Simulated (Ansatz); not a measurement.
# ZnPd3: the cost of one run

All numbers are computed with Ansatz 0.2.0, driven from Python. Level of theory: DFT r2SCAN, plane waves, PAW.

**1. The structure**

Symmetry: Pm-3m, No. 221, cubic system. Conventional cell: a = 3.877 Å, b = 3.877 Å, c = 3.877 Å, α = 90.00°, β = 90.00°, γ = 90.00°. Around Zn (site symmetry m-3m) lie 12 Pd at 2.74 Å. Pd (site symmetry 4/mmm) has 4 Zn at 2.74 Å and 8 Pd at 2.74 Å as nearest neighbours.

No structure file is read: the coordinates are typed or built in the script.

**2. The script**

The input, zeeman_znpd3.py:

```python
"""Spin moment of ZnPd3 in a magnetic field."""

import ansatz as az
import numpy as np

lattice = az.Lattice.of(
    (3.87690151, 0.0, 0.0),
    (0.0, 3.87690151, 0.0),
    (0.0, 0.0, 3.87690151),
)
sites = [
    ("Zn", (0.0, 0.0, 0.0)),
    ("Pd", (0.0, 0.5, 0.5)),
    ("Pd", (0.5, 0.0, 0.5)),
    ("Pd", (0.5, 0.5, 0.0)),
]
system = az.Crystal(lattice=lattice)
for symbol, position in sites:
    system = system.atom(symbol, position)

base = (
    system.calculation()
    .kpoints(length=17)
    .basis(17 * az.Ha)
    .functional("r2SCAN")
    .occupations("fermi_dirac", width=0.02)
    .scf(tolerance=1e-09, lower_state_search="light")
    .spin("collinear")
)
# the field acts on the spins alone; such large fields lift the response over the noise
rows = []
for tesla in [-200, 0, 200]:
    summary = (base.magnetic_field(tesla) if tesla else base).run().report
    rows.append((tesla, summary["magnetization_mub"], summary["free_energy_ev"], summary["components"].get("e_zeeman", 0.0)))
print("         B (T)      moment muB            F eV  Zeeman term eV")
for row in rows:
    print(f"{str(row[0]):>14s}  {row[1]:14.4f}  {row[2]:14.5f}  {row[3]:14.5f}")
slope = np.polyfit([row[0] for row in rows], [row[1] for row in rows], 1)[0]
print(f"dM/dB = {1000 * slope:.4f} muB per 1000 T per cell")
```

**3. What the engine is handed**

The engine receives this input (first run):

```yaml
crystal:
  lattice:
    - [3.87690151, 0.0, 0.0]
    - [0.0, 3.87690151, 0.0]
    - [0.0, 0.0, 3.87690151]
  atoms:
    - { symbol: Zn, position: [0.0, 0.0, 0.0] }
    - { symbol: Pd, position: [0.0, 0.5, 0.5] }
    - { symbol: Pd, position: [0.5, 0.0, 0.5] }
    - { symbol: Pd, position: [0.5, 0.5, 0.0] }
basis:
  ecutwfc: 462.593566181796
kpoints:
  mp_grid:
    grid: [4, 4, 4]
hamiltonian:
  xc: r2scan
magnetization:
  spin_polarized: true
  magnetic_field: -200.0
scf:
  convergence:
    dr2_threshold: 1.0e-09
  lower_state_search: light
  occupations:
    method: fermi_dirac
    width: 0.02
```

**4. Launch**

Started as:

```console
python zeeman_znpd3.py
```

Q: Estimate wall time and peak memory on 1 thread of Arm Neoverse V2, shared host.

About 33 s, with a peak of 0.49 GiB.
